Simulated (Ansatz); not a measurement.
# CH3BCl2O (methoxydichloroborane): BLYP/def2-SVP

Aim: the vertical ionisation energy of CH3BCl2O (methoxydichloroborane) at BLYP/def2-SVP, from 2 runs. 

The results are computed with Ansatz 0.2.0.

108 further runs of the same task are left out: 108 set aside as unsound or not needed.

### Step 1. The molecule

CH3BCl2O: 8 atoms, total charge 0, spin state singlet. SMILES: `COB(Cl)Cl`. The coordinates come from a PBE0-D4/def2-TZVP relaxation.

Bond lengths: C1–O2 1.417 Å, O2–B3 1.331 Å, B3–Cl4 1.752 Å, B3–Cl5 1.763 Å, C1–H6 1.090 Å, C1–H7 1.091 Å, C1–H8 1.091 Å. Angles: C1–O2–B3 126.0°, O2–B3–Cl4 118.1°, O2–B3–Cl5 123.2°, Cl4–B3–Cl5 118.7°, O2–C1–H6 107.8°, O2–C1–H7 111.7°, O2–C1–H8 108.7°, H6–C1–H7 109.9°, H6–C1–H8 109.2°, H7–C1–H8 109.6°.

### Step 2. The energy at BLYP/def2-SVP

Input file in.yaml:

```yaml
crystal:
  periodic: [false, false, false]
  atoms:
    - {symbol: C, position_ang: [-0.173000, -0.644100, 0.940400]}
    - {symbol: O, position_ang: [0.000100, -0.547100, -0.462300]}
    - {symbol: B, position_ang: [0.213000, 0.573500, -1.147500]}
    - {symbol: Cl, position_ang: [0.382900, 0.455700, -2.887600]}
    - {symbol: Cl, position_ang: [0.331800, 2.160700, -0.389600]}
    - {symbol: H, position_ang: [0.452100, -1.462400, 1.297300]}
    - {symbol: H, position_ang: [0.104200, 0.282000, 1.445200]}
    - {symbol: H, position_ang: [-1.218800, -0.875400, 1.148200]}
basis:
  gaussian:
    orbitals: def2-SVP
accuracy: high
output: {orbitals: {seedname: orbitals}}
hamiltonian:
  xc: {name: BLYP}
total_charge: 0
```

Run with:

```bash
$ ansatz run in.yaml --threads 1 --pin off --max-ram 3480MiB --events-out events.jsonl --progress --plain --runs-dir runs
```

Standard output:

```text
Warning: RAYON_NUM_THREADS=1 ignored (pool sized by the plan → 1); use --threads N
Functional definition: BLYP
  name "BLYP"
  parameter beta = 0.0042
  parameter a = 0.04918
  parameter b = 0.132
  parameter c = 0.2533
  parameter d = 0.349
  exchange = b88_x(beta = beta)
  correlation = lyp_c(a = a, b = b, c = c, d = d)
2081 factors; integrals over basis functions are off by at most 5.6e-9 eV
mean field evaluation 1: about -28839.6453 eV, gradient 5.3e1 eV
mean field evaluation 2: about -28816.0921 eV, gradient 1.2e2 eV
mean field evaluation 4: about -28845.5867 eV, gradient 6.2e0 eV
mean field evaluation 8: about -28845.6674 eV, gradient 3.5e-1 eV
mean field evaluation 16: about -28845.6677 eV, gradient 1.5e-5 eV
mean field -28845.66768469 eV, -1060.0587351167 hartree, gradient 2.2e-8 eV, S^2 0.000000; 0 other end points of the search recorded, 0 dependent functions left out
reference -28845.66773586 eV, -1060.0587369969 hartree; 28, 28 occupied and 65, 65 virtual orbitals, 2081 factors
Total energy: -28845.66773586 eV, -1060.0587369969 hartree
```

Wall time 7.5 s (1 thread of Arm Neoverse V1, shared host); peak memory 0.24 GiB.

### Step 3. The doublet cation

Input file molecule.yaml:

```yaml
crystal:
  periodic: [false, false, false]
  atoms:
    - {symbol: C, position_ang: [-0.173000, -0.644100, 0.940400]}
    - {symbol: O, position_ang: [0.000100, -0.547100, -0.462300]}
    - {symbol: B, position_ang: [0.213000, 0.573500, -1.147500]}
    - {symbol: Cl, position_ang: [0.382900, 0.455700, -2.887600]}
    - {symbol: Cl, position_ang: [0.331800, 2.160700, -0.389600]}
    - {symbol: H, position_ang: [0.452100, -1.462400, 1.297300]}
    - {symbol: H, position_ang: [0.104200, 0.282000, 1.445200]}
    - {symbol: H, position_ang: [-1.218800, -0.875400, 1.148200]}
basis:
  gaussian: {orbitals: def2-SVP}
accuracy: high
total_charge: 1
hamiltonian: {xc: {name: BLYP}}
magnetization: {spin_polarized: true, initial_magnetization: 1}
output: {orbitals: {seedname: orbitals}}
```

Run with:

```bash
$ ansatz run molecule.yaml --threads 1 --pin off --max-ram 3480MiB --events-out events.jsonl --progress --plain --runs-dir runs
```

Standard output (excerpt; [...] marks lines left out):

```text
Warning: RAYON_NUM_THREADS=1 ignored (pool sized by the plan → 1); use --threads N
[... 9 set-up lines as earlier in the session ...]
2083 factors; integrals over basis functions are off by at most 5.6e-9 eV
mean field evaluation 1: about -28820.7081 eV, gradient 5.7e1 eV
mean field evaluation 2: about -28711.2830 eV, gradient 1.5e2 eV
mean field evaluation 4: about -28829.5157 eV, gradient 2.9e1 eV
mean field evaluation 8: about -28834.4978 eV, gradient 1.1e1 eV
mean field evaluation 16: about -28835.4209 eV, gradient 3.0e-2 eV
mean field evaluation 32: about -28835.2814 eV, gradient 1.7e0 eV
mean field -28835.42097086 eV, -1059.6821753289 hartree, gradient 1.9e-8 eV, S^2 0.751951; 8 other end points of the search recorded, 0 dependent functions left out
reference -28835.42101989 eV, -1059.6821771305 hartree; 28, 27 occupied and 65, 66 virtual orbitals, 2083 factors
Total energy: -28835.42101989 eV, -1059.6821771305 hartree
```

Wall time 27 s (1 thread of Arm Neoverse V1, shared host); peak memory 0.32 GiB.

### Step 4. What came out

Level: BLYP/def2-SVP.

```
                                          quantity           value
                    singlet CH3BCl2O: total energy  -1060.05874 Eh
                     singlet CH3BCl2O: HOMO energy        -6.94 eV
                     singlet CH3BCl2O: LUMO energy        -0.57 eV
                   singlet CH3BCl2O: HOMO–LUMO gap         6.36 eV
                      doublet cation: total energy  -1059.68218 Eh
doublet cation: HOMO energy (highest over α and β)       -13.44 eV
 doublet cation: LUMO energy (lowest over α and β)       -13.39 eV
                              doublet cation: ⟨S²⟩           0.752
vertical ionisation energy (to the doublet cation)       10.247 eV
```

What this shows: The vertical ionisation energy comes to 10.25 eV (989 kJ/mol). −ε(HOMO) before ionisation, 6.94 eV, is 3.31 eV below this ionisation energy.
